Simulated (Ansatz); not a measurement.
# Cr2O3: the cost of one run

Method: DFT r2SCAN, scalar-relativistic, plane waves, PAW, in Ansatz 0.2.0.

**1. The structure to begin with**

It takes space group R-3c (No. 167, trigonal). Conventional cell: a = 4.764 Å, b = 4.764 Å, c = 13.247 Å, α = 90.00°, β = 90.00°, γ = 120.00°. Around Cr (site symmetry 3) lie 6 O at 1.89 to 1.96 Å. O (site symmetry 2) has 4 Cr at 1.89 to 1.96 Å as nearest neighbours.

Coordinates:

```xyz
10
Lattice="2.3821 1.3753 4.4158 -2.3821 1.3753 4.4158 0.0000 -2.7506 4.4158" Properties=species:S:1:pos:R:3 pbc="T T T"
Cr    0.0000    0.0000    4.5810
Cr    0.0000    0.0000    2.0427
Cr    0.0000    0.0000    8.6664
Cr    0.0000    0.0000   11.2047
O    -0.8882    1.3753    7.7276
O    -0.7469   -1.4569    7.7276
O     1.6351    0.0816    7.7276
O     0.8882   -1.3753    5.5197
O     0.7469    1.4569    5.5197
O    -1.6351   -0.0816    5.5197
```

It is the end of an earlier run, which began from a cell of the Crystallography Open Database.

**2. Phonons: Cr2O3, moments −++−**

It takes the final geometry of an earlier run.

Contents of input.yaml:

```yaml
crystal:
  lattice:
    - [2.3820695987, 1.3752885241, 4.4157893172]
    - [-2.3820695987, 1.3752885241, 4.4157893172]
    - [0.0, -2.7505770481, 4.4157893172]
  atoms:
    - { symbol: Cr, position: [0.3458024851, 0.3458024851, 0.3458024851], spin: -3.0 }
    - { symbol: Cr, position: [0.1541975148, 0.1541975148, 0.1541975148], spin: 3.0 }
    - { symbol: Cr, position: [0.6541975148, 0.6541975148, 0.6541975148], spin: 3.0 }
    - { symbol: Cr, position: [0.8458024851, 0.8458024851, 0.8458024851], spin: -3.0 }
    - { symbol: O, position: [0.5635640778, 0.9364359221, 0.2500000003] }
    - { symbol: O, position: [0.2500000003, 0.5635640778, 0.9364359221] }
    - { symbol: O, position: [0.9364359221, 0.2500000003, 0.5635640778] }
    - { symbol: O, position: [0.4364359221, 0.0635640778, 0.7500000003] }
    - { symbol: O, position: [0.7500000003, 0.4364359221, 0.0635640778] }
    - { symbol: O, position: [0.0635640778, 0.7500000003, 0.4364359221] }
magnetization:
  spin_polarized: true
scf:
  occupations: { method: fixed }
output:
  populations: true
hamiltonian:
  xc: r2scan
phonons:
  method: fd
  supercell: [1, 1, 1]
  rigid_motions: translations
  eigenvectors: true
kpoints:
  mp_grid: { grid: [5, 5, 5] }
```

Launch:

```console
$ ansatz run input.yaml --threads 8 --pin off --max-ram 20480MiB --backend cpu --events-out ev --progress --plain --runs-dir out
```

**Question.** How long does this run take on 8 threads of Intel Xeon at 2.70GHz, shared host, and how much memory does it need?

About 4 min, with a peak of 1.8 GiB.
